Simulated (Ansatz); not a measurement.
# AlClH4OSi: the cost of one run

All numbers below are computed with Ansatz 0.2.0 (RKS PBE0-D4/6-31G*).

## (1) The starting structure

Bond lengths: Al1–H2 1.760 Å, Al1–Cl3 2.430 Å, Al1–O4 1.780 Å, O4–Si5 1.680 Å, Si5–H6 1.460 Å, Si5–H7 1.460 Å, Si5–H8 1.460 Å. Angles: H2–Al1–Cl3 50.0°, H2–Al1–O4 150.7°, Cl3–Al1–O4 159.3°, Al1–O4–Si5 125.0°, O4–Si5–H6 109.5°, O4–Si5–H7 109.5°, O4–Si5–H8 109.5°, H6–Si5–H7 109.4°, H6–Si5–H8 109.4°, H7–Si5–H8 109.4°.

Structure file:

```xyz
8

Al    0.0000    0.0000    0.0000
H     0.8998    0.0000    1.5126
Cl    2.3982    0.0000    0.3916
O    -1.5415    0.0000   -0.8900
Si   -2.6907   -1.2238   -0.8267
H    -2.2881   -2.2198    0.1620
H    -3.9833   -0.6595   -0.4496
H    -2.8007   -1.8572   -2.1376
```

## (2) Pulling towards end A

Springs on the bonds that form and break draw the guess towards this end; the thresholds are loose.

Contents of input.yaml:

```yaml
crystal:
  periodic: [false, false, false]
  atoms:
    - { symbol: Al, position_ang: [0.0, 0.0, 0.0] }
    - { symbol: H, position_ang: [0.8998, 0.0, 1.5126] }
    - { symbol: Cl, position_ang: [2.3982, 0.0, 0.3916] }
    - { symbol: O, position_ang: [-1.5415, 0.0, -0.89] }
    - { symbol: Si, position_ang: [-2.6907, -1.2238, -0.8267] }
    - { symbol: H, position_ang: [-2.2881, -2.2198, 0.162] }
    - { symbol: H, position_ang: [-3.9833, -0.6595, -0.4496] }
    - { symbol: H, position_ang: [-2.8007, -1.8572, -2.1376] }
basis:
  gaussian: { orbitals: "6-31G*" }
hamiltonian:
  xc: pbe0
  dispersion: d4
relax:
  f_tol: 0.15
  max_steps: 25
  restrain:
    - { distance: [1, 2], at: 2.57, k: 30.0 }
    - { distance: [0, 1], at: 1.56, k: 30.0 }
    - { distance: [0, 2], at: 2.23, k: 30.0 }
output:
  orbitals: {}
```

Launch:

```bash
$ ansatz run input.yaml --threads 1 --pin off --max-ram 2048MiB --backend cpu --events-out ev --progress --plain --runs-dir out
```

Q: Estimate wall time and peak memory on 1 thread of Arm Neoverse V1, shared host.

About 45 s, with a peak of 0.16 GiB.
